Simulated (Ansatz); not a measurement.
## Hf2Pd2Se2Br2O3 in Ansatz: the effect of Hubbard term

Crystal: Hf2Pd2Se2Br2O3.

```xyz
11
Lattice="3.7261 0.0000 0.0000 -1.8631 3.2269 0.0000 0.0000 0.0000 17.0087" Properties=species:S:1:pos:R:3 pbc="T T T"
Hf    1.8631    1.0756   15.8835
Hf    0.0000    2.1513    1.1251
Pd    0.0000    0.0000    5.1533
Pd    0.0000    0.0000   11.8554
Se    0.0000    2.1513    3.8523
Se    1.8631    1.0756   13.1564
Br    1.8631    1.0756    6.7800
Br    0.0000    2.1513   10.2287
O     0.0000    2.1513   15.7652
O     1.8631    1.0756    1.2435
O     0.0000    0.0000    0.0000
```

The cell was built by a generator and needn't be a form met in nature.

Alike in all runs:

```yaml
Program: Ansatz 0.2.0
Task: projected density of states
Functional: PBE
Potentials_or_basis: Ansatz PAW
Cutoff: "420 eV (not typed: the program's choice for these potentials)"
k_mesh: 8 × 8 × 2
Occupations: fermi-dirac, width 0.05 eV
Spin: no spin polarisation
Hubbard_projectors: ortho-atomic (the default)
Double_counting: fll (the default)
```

| Hubbard term | pressure (GPa) | largest force (eV/Å) |
| --- | --- | --- |
| Hf d U = 2 eV, Pd d U = 2 eV | 1.0 | 0.33 |
| Hf d U = 4 eV, Pd d U = 4 eV | ? | ? |
| Hf d U = 6 eV, Pd d U = 6 eV | 3.6 | 1.37 |
| Hf d U = 8 eV, Pd d U = 8 eV | 5.5 | 2.15 |

Question: What does the run with Hubbard term Hf d U = 4 eV, Pd d U = 4 eV give?

Answer: Pressure 2.2 GPa; largest force 0.79 eV/Å.

Worked out: A straight line through the other rows of the pressure, of slope 0.736 GPa per eV, gives 2.4 GPa, against the run's 2.2. A straight line through the other rows of the largest force, of slope 0.297 eV/Å per eV, gives 0.89 eV/Å, against the run's 0.79.

Caveats: this functional lacks dispersion, which binds the layers, so the pressure and a relaxed spacing across them are unreliable; U without spin polarisation on a metal has little footing; forces of over 1 eV/Å show positions far from the minimum, so gaps and moduli don't describe the material at rest (some runs).
